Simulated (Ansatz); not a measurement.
**FHInO radical: how energies converge with the basis set**

One table from this session's results is given with a row withheld; the runs are named, their logs left out.

Method: one geometry, several basis sets; program: Ansatz 0.2.0, Gaussian basis.

Levels to be run: PBE0-D4/def2-SVP; ωB97M-V/def2-SVP; PBE0-D4/def2-QZVPP; ωB97M-V/def2-QZVPP; the functionals' def2-TZVPP values are taken from earlier runs.

## Structure used throughout

The geometry comes from an earlier relaxation with PBE0-D4 in a triple-zeta def2 set; it is a stationary point. In takes the def2 core potential; no spin-orbit term is included.

SMILES `[OH][In][F]`, 4 atoms, charge 0, spin multiplicity 2.

Atoms are counted from 1 here; the program's logs count them from 0.

Bond lengths: O1–In2 2.005 Å, O1–H4 0.962 Å, In2–F3 1.960 Å. Angles: In2–O1–H4 112.6°, O1–In2–F3 114.8°.

Set-up of the first run:

The input, in.yaml:

```yaml
crystal:
  periodic: [false, false, false]
  atoms:
    - {symbol: O, position_ang: [-0.913546, -0.299303, 0.589460]}
    - {symbol: In, position_ang: [0.734869, -0.182833, -0.546554]}
    - {symbol: F, position_ang: [1.491806, 1.617730, -0.713368]}
    - {symbol: H, position_ang: [-1.257630, -1.195894, 0.650063]}
basis:
  gaussian: {orbitals: def2-SVP}
magnetization: {spin_polarized: true, initial_magnetization: 1}
hamiltonian: {xc: pbe0, dispersion: d4}
output: {orbitals: {seedname: orbitals}}
```

On the command line:

```console
ansatz run in.yaml --threads 2 --pin off --events-out ev --progress --plain --max-ram 22528MiB --backend cpu
```

Steps of the session up to this table: PBE0-D4 in def2-SVP; ωB97M-V in def2-SVP; PBE0-D4 in def2-QZVPP; ωB97M-V in def2-QZVPP.

One of the session's tables, all rows but one given; the rest of the session is left out.

```
functional       basis  HOMO (eV)  LUMO (eV)
   PBE0-D4    def2-SVP      -6.85      -3.89
   PBE0-D4  def2-TZVPP      -7.02      -4.05
   PBE0-D4  def2-QZVPP      -7.05      -4.11
   ωB97M-V    def2-SVP      -8.92      -2.15
   ωB97M-V  def2-TZVPP          ?          ?
   ωB97M-V  def2-QZVPP      -9.16      -2.44
```

Q: Estimate the row for ωB97M-V, def2-TZVPP from the others.

As computed: HOMO (eV): -9.11; LUMO (eV): -2.34. In the column «HOMO (eV)» it lies between ωB97M-V, def2-QZVPP (-9.16) and ωB97M-V, def2-SVP (-8.92).
